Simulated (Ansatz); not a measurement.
# ZrC: response to strain

ZrC is deformed so: equal xy, yz and zx engineering shear strains of +2 %. What stress and forces result, by LAPW, PAW and all-electron datasets made for the crystal?

Method: DFT PBEsol, scalar-relativistic, in Ansatz 0.2.0.

### Step 1. The starting structure

Symmetry: Fm-3m, No. 225, cubic system. The conventional cell has a = 4.700 Å, b = 4.700 Å, c = 4.700 Å, α = 90.00°, β = 90.00°, γ = 90.00°. Zr (site symmetry m-3m) is surrounded by 6 C at 2.35 Å. C (site symmetry m-3m) is surrounded by 6 Zr at 2.35 Å.

Coordinates:

```cif
data_structure
_symmetry_space_group_name_H-M 'Fm-3m'
_symmetry_Int_Tables_number 225
_cell_length_a 4.7004
_cell_length_b 4.7004
_cell_length_c 4.7004
_cell_angle_alpha 90.000
_cell_angle_beta 90.000
_cell_angle_gamma 90.000
_cell_volume 103.85
loop_
_atom_site_label
_atom_site_type_symbol
_atom_site_symmetry_multiplicity
_atom_site_Wyckoff_symbol
_atom_site_fract_x
_atom_site_fract_y
_atom_site_fract_z
_atom_site_occupancy
Zr1 Zr 4 b 0.50000 0.00000 0.00000 1
C1 C 4 a 0.00000 0.00000 0.00000 1
```

The file gives the conventional cell by its symmetry; the runs use the cell typed in the input.

Atoms are numbered in the order of the input: Zr1, C2.

### Step 2. After the deformation

Space group Fm-3m before, R-3m after.

### Step 3. LAPW, all electrons

input.yaml reads:

```yaml
crystal:
  lattice:
    - [0.0470042, 2.3737121, 2.3737121]
    - [2.3737121, 0.0470042, 2.3737121]
    - [2.3737121, 2.3737121, 0.0470042]
  atoms:
    - { symbol: Zr, position: [0.5, 0.5, 0.5] }
    - { symbol: C, position: [0.0, 0.0, 0.0] }
kpoints:
  mp_grid: { grid: [15, 15, 15] }
  band_path:
    path:
      - [0.0, 0.0, 0.0]
      - [0.5, 0.5, 0.5]
      - [0.2451701269, 0.5, 0.7548298731]
      - [-0.2451701269, 0.2451701269, 0.5]
      - [0.0, 0.0, 0.5]
      - [0.0, 0.0, 0.0]
      - [-0.3725850634, 0.0, 0.3725850634]
      - [0.0, 0.3725850634, 0.6274149366]
      - [0.0, 0.5, 0.5]
    npoints: 5
scf:
  occupations: { method: fermi_dirac, width: 0.05 }
hamiltonian:
  xc: pbesol
  pseudopotentials: { kind: all_electron, lapw: { basis_error: 0.00025 } }
output:
  forces: true
  stress: true
  eigenvalues: true
```

Run with:

```bash
$ ansatz run input.yaml --threads 1 --pin off --max-ram 3072MiB --backend cpu --events-out ev --progress --plain --runs-dir out
```

What it wrote (excerpt; [...] marks lines left out):

```text
LAPW: plane waves up to 8.853 Å⁻¹, error target 2.5e-4 eV per atom; small_component_spin mean_spin; C in spheres of 1.052 Å, 6 of its electrons in bands, Dirac shells []; Zr in spheres of 1.298 Å, 30 of its electrons in bands, Dirac shells []
[...]
Pseudopotentials: kind: all_electron
Pseudopotential: Zr, LAPW, valence charge 30, Koelling and Harmon's equation, gaussian nucleus
Pseudopotential: C, LAPW, valence charge 6, Koelling and Harmon's equation, gaussian nucleus
Functional definition: PBEsol
[...]
Crystal: 2 atoms, lattice volume = 25.955 Å³
Basis set: ecut = 298.6364042288658 eV, 313 PW (Γ), exchange–correlation at level 2
Bands: 22, of which v1, the nominal top of the filled ones, is band 18 counted from 1 (17 counted from 0)
Symmetry: 12 space group operations
Space group: R-3m (ITA 166), of the structure as read, at distance tolerance 3.0e-5 Å
k-points: 344 of 3375
[...]
SCF iter   1: F=—  HF=-98908.129155 eV  |F-HF|=—  |Δ(HF+E_count)|=         —  Δρ=1.17e-1  dr2=5.14e0  ethr=1.43e-2  ⟨swp⟩=2.0  Hψ=50237  notcnv=0
[...]
the basis was enlarged: its passes take 262.6 KiB over the memory plan, 1 of 1 planned eigensolver slots
[...]
SCF iter  10: F=-98906.373158 eV  HF=-98906.373158 eV  |F-HF|=4.02e-9  |Δ(HF+E_count)|=   6.33e-8  Δρ=4.18e-6  dr2=5.07e-9  ethr=5.77e-10  ⟨swp⟩=2.0  Hψ=23423  notcnv=0
[...]
NSCF: frozen V_eff on 41 k-points
SCF converged after 10 iterations
Free energy (F): -98906.373158 eV
[...]
E sigma→0 (E₀):  -98906.371844 eV
Entropy (-TS):   -0.002628 eV (-1.314 meV/atom)
Fermi energy:    16.396115 eV
[...]
--- Forces (eV/Å), atoms counted from 1 ---
  atom   1  Zr     0.00000000     0.00000000     0.00000000
  atom   2  C      0.00000000     0.00000000     0.00000000
[...]
--- Stress (GPa, compression-positive) ---
       -4.455483      -3.146764      -3.146764
       -3.146764      -4.455483      -3.146764
       -3.146764      -3.146764      -4.455483
  P = ⅓ Tr σ = -4.4555 GPa (-44.555 kbar)
--- Band table (eV; the first three rows and the last of 344) ---
  k-point 0: bands = ["-380.9293", "-294.0584", "-294.0584", "-294.0571", "-246.9170", "-151.4948", "-151.4948", "-151.4938", "-151.4811", "-151.4811", "-31.5709", "-9.3349", "-9.2988", "-9.2988", "5.1131", "17.2010", "17.2277", "17.4185", "17.4185", "17.5766", "17.5766", "19.2188"]
[...]
```

It took 61 s on 1 thread of Arm Neoverse V2, shared host; peak memory 0.9 GiB.

In short: pressure -4.46 GPa; no gap.

### Step 4. Frozen-core PAW

input.yaml reads:

```yaml
crystal:
  lattice:
    - [0.0470042, 2.3737121, 2.3737121]
    - [2.3737121, 0.0470042, 2.3737121]
    - [2.3737121, 2.3737121, 0.0470042]
  atoms:
    - { symbol: Zr, position: [0.5, 0.5, 0.5] }
    - { symbol: C, position: [0.0, 0.0, 0.0] }
kpoints:
  mp_grid: { grid: [15, 15, 15] }
scf:
  occupations: { method: fermi_dirac, width: 0.05 }
hamiltonian:
  xc: pbesol
  pseudopotentials: { kind: paw }
output:
  forces: true
  stress: true
  eigenvalues: true
  efg: { contact_densities: true }
```

Run with:

```bash
$ ansatz run input.yaml --threads 1 --pin off --max-ram 3072MiB --backend cpu --events-out ev --progress --plain --runs-dir out
```

What it wrote (excerpt; [...] marks lines left out):

```text
Zr: output.efg is read without spin–orbit coupling, which moves field gradients at and beside such atoms by some per cent and up to a factor of two; PAW files take it under magnetization.noncollinear and magnetization.spin_orbit
[...]
Pseudopotentials: kind: paw
Pseudopotential: Zr, paw, valence charge 12, recommended cutoff 420 eV (normal)
Pseudopotential: C, paw, valence charge 4, recommended cutoff 420 eV (normal)
Functional definition: PBEsol
[...]
Crystal: 2 atoms, lattice volume = 25.955 Å³
Basis set: ecut = 420 eV, 531 PW (Γ), exchange–correlation on 48×48×48 points (8 copies of the dense FFT grid, shifted against one another)
Bands: 12, of which v1, the nominal top of the filled ones, is band 8 counted from 1 (7 counted from 0)
Symmetry: 12 space group operations
Space group: R-3m (ITA 166), of the structure as read, at distance tolerance 3.0e-5 Å
k-points: 344 of 3375
[...]
Fermi energy:    14.742048 eV
[...]
--- Forces (eV/Å), atoms counted from 1 ---
  atom   1  Zr    -0.00000000     0.00000000     0.00000000
  atom   2  C     -0.00000000    -0.00000000    -0.00000000
[...]
--- Stress (GPa, compression-positive) ---
       -4.513194      -3.148110      -3.148110
       -3.148110      -4.513194      -3.148110
       -3.148110      -3.148110      -4.513194
  P = ⅓ Tr σ = -4.5132 GPa (-45.132 kbar)
--- PAW observables at the nuclei: V_zz in 10²¹ V/m², potentials from the cell's mean, atoms counted from 1 ---
  atom   1  Zr V_zz =    -0.216274   η = 0.0000   by run symmetry: allowed
            electrostatic potential = -5929.909967 V   contact ρ = 489712.102459 e/Å³
  atom   2  C  V_zz =    -0.070408   η = 0.0000   by run symmetry: allowed
            electrostatic potential = -423.217056 V   contact ρ = 862.686521 e/Å³
--- Band table (eV; the first three rows and the last of 344) ---
  k-point 0: bands = ["-33.2274", "-10.9906", "-10.9545", "-10.9545", "3.4585", "15.5473", "15.5735", "15.7641", "15.7641", "15.9228", "15.9228", "17.5660"]
[...]
```

Run time: 5.8 s. Hardware: 1 thread of Arm Neoverse V2, shared host; peak memory 0.41 GiB.

This run gives: pressure -4.51 GPa; no gap; Vzz Zr1 -0.22 (η = 0.00), C2 -0.07 (η = 0.00) (10²¹ V/m²).

### Step 5. Datasets made for this crystal

Changes to input.yaml since step 4:

```diff
@@ -14,3 +14,3 @@
   xc: pbesol
-  pseudopotentials: { kind: paw }
+  pseudopotentials: { kind: all_electron, datasets: crystal }
 output:
```

Run with:

```bash
$ ansatz run input.yaml --threads 1 --pin off --max-ram 3072MiB --backend cpu --events-out ev --progress --plain --runs-dir out
```

What it wrote (excerpt; [...] marks lines left out):

```text
[...]
Zr: output.efg is read without spin–orbit coupling, which moves field gradients at and beside such atoms by some per cent and up to a factor of two; PAW files take it under magnetization.noncollinear and magnetization.spin_orbit
[...]
Pseudopotentials: kind: all_electron
Pseudopotential: Zr, paw, valence charge 12, recommended cutoff 280 eV (normal), Koelling and Harmon's equation, gaussian nucleus
Pseudopotential: C, paw, valence charge 4, recommended cutoff 280 eV (normal), Koelling and Harmon's equation, gaussian nucleus
Functional definition: PBEsol
[...]
Crystal: 2 atoms, lattice volume = 25.955 Å³
Basis set: ecut = 280 eV, 283 PW (Γ), exchange–correlation on 40×40×40 points (8 copies of the dense FFT grid, shifted against one another)
Bands: 12, of which v1, the nominal top of the filled ones, is band 8 counted from 1 (7 counted from 0)
Symmetry: 12 space group operations
[...]
--- Forces (eV/Å), atoms counted from 1 ---
  atom   1  Zr    -0.00000000     0.00000000    -0.00000000
  atom   2  C     -0.00000000     0.00000000     0.00000000
[...]
--- Stress (GPa, compression-positive) ---
       -4.455794      -3.146932      -3.146932
       -3.146932      -4.455794      -3.146932
       -3.146932      -3.146932      -4.455794
  P = ⅓ Tr σ = -4.4558 GPa (-44.558 kbar)
--- PAW observables at the nuclei: V_zz in 10²¹ V/m², potentials from the cell's mean, atoms counted from 1 ---
  atom   1  Zr V_zz =    -0.221719   η = 0.0000   by run symmetry: allowed
            electrostatic potential = -5928.000440 V   contact ρ = 489774.414614 e/Å³
  atom   2  C  V_zz =    -0.074785   η = 0.0000   by run symmetry: allowed
            electrostatic potential = -422.471437 V   contact ρ = 862.832804 e/Å³
--- Band table (eV; the first three rows and the last of 344) ---
  k-point 0: bands = ["-31.5709", "-9.3349", "-9.2987", "-9.2987", "5.1130", "17.2010", "17.2276", "17.4183", "17.4183", "17.5766"]
[...]
```

It took 19 s on 1 thread of Arm Neoverse V2, shared host; peak memory 0.64 GiB.

In short: pressure -4.46 GPa; no gap; Vzz Zr1 -0.22 (η = 0.00), C2 -0.07 (η = 0.00) (10²¹ V/m²).

### Step 6. Side by side

Stress (GPa, compression positive):

```tsv
method	xx	yy	zz	yz	xz	xy
LAPW	-4.46	-4.46	-4.46	-3.15	-3.15	-3.15
PAW	-4.51	-4.51	-4.51	-3.15	-3.15	-3.15
crystal datasets	-4.46	-4.46	-4.46	-3.15	-3.15	-3.15
```

```
          method  pressure (GPa)  Vzz Zr1 (10²¹ V/m²)  Vzz C2 (10²¹ V/m²)  SCF cycles, all passes
            LAPW           -4.46                    –                   –                      10
             PAW           -4.51                -0.22               -0.07                       6
crystal datasets           -4.46                -0.22               -0.07                       8
```

### Step 7. Summary of results

```
                                 quantity                                              value
                                 pressure  LAPW -4.46, PAW -4.51, crystal datasets -4.46 GPa
largest shear or deviatoric stress (LAPW)                                           3.15 GPa
```

**Reading.** The largest part of the stress beyond the pressure is 3.15 GPa in size; the atoms are carried along and not relaxed. No run of the undeformed cell stands beside it, so the pressure holds what the given cell had before the change. PAW: stress within 0.06 GPa of LAPW. Crystal datasets: stress within 0.01 GPa of LAPW.
